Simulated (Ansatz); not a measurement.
# C6H8O2: a ladder of functionals and wavefunction methods

The task here is to estimate one member of a computed series from the others.

Method: functionals in def2-TZVPP, the program's frozen cores in correlated methods; program: Ansatz 0.2.0, Gaussian basis.

Levels to be run: LDA (SPW92), PBE-D4, revPBE-D4, BLYP-D4, r2SCAN-D4, B97M-V, PBE0-D4, B3LYP-D4, r2SCANh-D4, r2SCAN0-D4, HSE06-D4, BHLYP-D4, CAM-B3LYP-D4, LC-ωPBE, ωB97X-V, ωB97M-V, B2PLYP, PBE-QIDH; CCSD(T)/def2-SVP; CCSD(T)/def2-TZVPP; MP2/def2-QZVPP; extrapolation to the limit; RPA on PBE.

### The relaxed structure

All runs share one geometry, relaxed beforehand with PBE0-D4 in a triple-zeta def2 set.

SMILES `O=C1CCCC(=O)C1`, 16 atoms, charge 0, spin multiplicity 1.

Atoms are counted from 1 here; the program's logs count them from 0.

Bond lengths: O1–C2 1.203 Å, C2–C3 1.513 Å, C2–C8 1.513 Å, C3–C4 1.521 Å, C3–H9 1.093 Å, C3–H10 1.097 Å, C4–C5 1.521 Å, C4–H11 1.095 Å, C4–H12 1.092 Å, C5–C6 1.513 Å, C5–H13 1.097 Å, C5–H14 1.093 Å, C6–O7 1.203 Å, C6–C8 1.513 Å, C8–H15 1.088 Å, C8–H16 1.101 Å. Angles: O1–C2–C3 122.3°, O1–C2–C8 121.7°, C3–C2–C8 116.0°, C2–C3–C4 113.4°, C2–C3–H9 107.8°, C2–C3–H10 106.2°, C4–C3–H9 112.6°, C4–C3–H10 110.5°, H9–C3–H10 105.9°, C3–C4–C5 110.8°, C3–C4–H11 109.9°, C3–C4–H12 110.0°, C5–C4–H11 109.9°, C5–C4–H12 110.0°, H11–C4–H12 106.1°, C4–C5–C6 113.4°, C4–C5–H13 110.5°, C4–C5–H14 112.5° and more.

The first run:

in.yaml

```yaml
crystal:
  periodic: [false, false, false]
  atoms:
    - {symbol: O, position_ang: [0.461845, 0.142727, 2.681426]}
    - {symbol: C, position_ang: [0.210954, -0.020304, 1.516423]}
    - {symbol: C, position_ang: [1.255215, -0.475610, 0.520360]}
    - {symbol: C, position_ang: [0.687611, -0.764328, -0.860885]}
    - {symbol: C, position_ang: [-0.119303, 0.419181, -1.372370]}
    - {symbol: C, position_ang: [-1.179439, 0.889691, -0.400345]}
    - {symbol: O, position_ang: [-1.978202, 1.743057, -0.684178]}
    - {symbol: C, position_ang: [-1.174230, 0.225598, 0.959190]}
    - {symbol: H, position_ang: [1.773117, -1.336916, 0.949295]}
    - {symbol: H, position_ang: [1.999840, 0.328111, 0.468599]}
    - {symbol: H, position_ang: [0.055206, -1.657806, -0.823882]}
    - {symbol: H, position_ang: [1.496549, -0.994656, -1.557275]}
    - {symbol: H, position_ang: [0.535138, 1.280770, -1.552275]}
    - {symbol: H, position_ang: [-0.609692, 0.210976, -2.326473]}
    - {symbol: H, position_ang: [-1.789187, 0.777560, 1.667381]}
    - {symbol: H, position_ang: [-1.625412, -0.768051, 0.815021]}
basis:
  gaussian: {orbitals: def2-TZVPP}
hamiltonian: {xc: lda}
output: {orbitals: {seedname: orbitals}}
```

Started as:

```bash
$ ansatz run in.yaml --threads 2 --pin off --events-out ev --progress --plain --max-ram 31744MiB --backend cuda --devices 0, --max-vram 18GiB
```

Steps of the session up to this table: LDA; PBE-D4 (GGA); revPBE-D4 (GGA); BLYP-D4 (GGA); r2SCAN-D4 (meta-GGA); B97M-V (meta-GGA); B3LYP-D4 (hybrid); r2SCANh-D4 (hybrid); r2SCAN0-D4 (hybrid); HSE06-D4 (hybrid); BHLYP-D4 (hybrid); CAM-B3LYP-D4 (range-separated); LC-ωPBE (range-separated); ωB97X-V (range-separated); ωB97M-V (range-separated); B2PLYP (double hybrid); PBE-QIDH (double hybrid).

One table of the session follows, with a row left open; its other results are not shown here.

It belongs to the step «Frontier levels by functional». 

| functional | HOMO (eV) | gap (eV) |
| --- | --- | --- |
| LDA (SPW92) | -5.90 | 3.53 |
| PBE-D4 | -5.72 | 3.58 |
| revPBE-D4 | -5.64 | 3.60 |
| BLYP-D4 | -5.64 | 3.61 |
| r2SCAN-D4 | -6.02 | 4.10 |
| B97M-V | -6.18 | 4.34 |
| PBE0-D4 | -7.31 | 6.25 |
| B3LYP-D4 | ? | ? |
| r2SCANh-D4 | -6.62 | 5.09 |
| r2SCAN0-D4 | -7.53 | 6.58 |
| HSE06-D4 | -6.90 | 5.45 |
| BHLYP-D4 | -8.87 | 8.96 |
| CAM-B3LYP-D4 | -8.78 | 8.89 |
| LC-ωPBE | -10.06 | 11.42 |
| ωB97X-V | -9.75 | 11.00 |
| ωB97M-V | -9.70 | 10.83 |

**Question.** Estimate the row for B3LYP-D4.

Worked estimate for «HOMO (eV)». Against the share of exact exchange, BLYP-D4 (0, -5.64), BHLYP-D4 (0.5, -8.87) give a slope of -6.46 per unit share; at 0.2 the line stands at -6.93.

As computed: HOMO (eV): -7.08; gap (eV): 5.74. In «HOMO (eV)» the line misses by +0.15.
